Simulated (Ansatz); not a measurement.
Debugging a single point in a Gaussian basis of CH₇BSSi, SMILES BC([SiH3])S (the Ansatz DFT code, driven from Python).

Script `energy_ch7bssi.py`:
```python
"""Single point of CH7BSSi in a Gaussian basis."""

from pathlib import Path
import warnings

import ansatz
from ase import Atoms

warnings.simplefilter("ignore", ansatz.DeckWarning)

atoms = Atoms(["B", "C", "Si", "S", "H", "H", "H", "H", "H", "H", "H"], positions=[
    [-0.9159, 1.0922, 0.1812],
    [-0.2775, -0.1833, -0.3887],
    [1.4612, -0.2586, 0.1966],
    [-1.0996, -1.6346, 0.1961],
    [-1.3869, 1.9375, -0.5985],
    [-1.0689, 1.3255, 1.3327],
    [-0.2516, -0.161, -1.4936],
    [2.17, -1.4608, -0.3184],
    [1.5218, -0.2713, 1.7229],
    [2.2322, 0.9201, -0.2468],
    [-2.3195, -1.3627, -0.5631],
])
geometry = ansatz.Crystal.molecule_from_ase(atoms)

model = (
    geometry.calculation()
    .basis(gaussian="cc-pVDZ")
    .functional("pbe0", dispersion="d4")
    .stress()
    .orbitals()
)
outcome = model.run(threads=1, pin="off", runs_dir="out")
summary = outcome.report

print(f"E = {summary['free_energy_ev']:.6f} eV = {summary['free_energy_ev'] / 27.211386246:.7f} Ha")
print("converged:", summary["converged"], " doubts:", summary["published_state_doubts"] or "none")

lines = Path(summary["orbitals_path"]).read_text().splitlines()
field_of = lambda key: [line.split("=")[1].strip() for line in lines if line.startswith(key)]
orbitals = [(27.211386 * float(e), s, float(n)) for e, s, n in zip(field_of("Ene="), field_of("Spin="), field_of("Occup="))]
homo = max(e for e, _, n in orbitals if n > 0.5)
lumo = min(e for e, _, n in orbitals if n < 0.5)
print(f"HOMO {homo:.3f} eV, LUMO {lumo:.3f} eV, gap {lumo - homo:.3f} eV")
```

Running `python energy_ch7bssi.py` prints:
```text
Traceback (most recent call last):
  File "energy_ch7bssi.py", line 33, in <module>
    outcome = model.run(threads=1, pin="off", runs_dir="out")
  ...
ansatz.RefusalError: invalid value for `basis.gaussian`: such a run doesn't read output.stress; remove what it names
```
(Library frames cut from the traceback.)

What is wrong, and how is it mended?

The fault: a molecule has no stress. The correction:

```diff
--- before
+++ after
@@ -29,3 +29,2 @@
     .functional("pbe0", dispersion="d4")
-    .stress()
     .orbitals()
```

After the fix:

`python energy_ch7bssi.py` gives:
```text
E = -20529.871674 eV = -754.4588684 Ha
converged: True  doubts: none
HOMO -7.003 eV, LUMO -1.710 eV, gap 5.293 eV
```

Caveats:
- Total energies depend on the basis set; only differences at equal settings carry meaning.
- The geometry is a force-field or estimated start, not a minimum of this method, and the basis set is short of its limit.
- Levels such as HOMO and LUMO are orbital energies: with these approximate functionals they aren't the ionisation energy and electron affinity, and their gap isn't the fundamental gap.
- Wall time of the script: 4.3 s on 1 thread of Arm Neoverse V2, on a shared host, peak memory 0.26 GiB.

(Lines on the test bed's own set-up are left out of the output.)
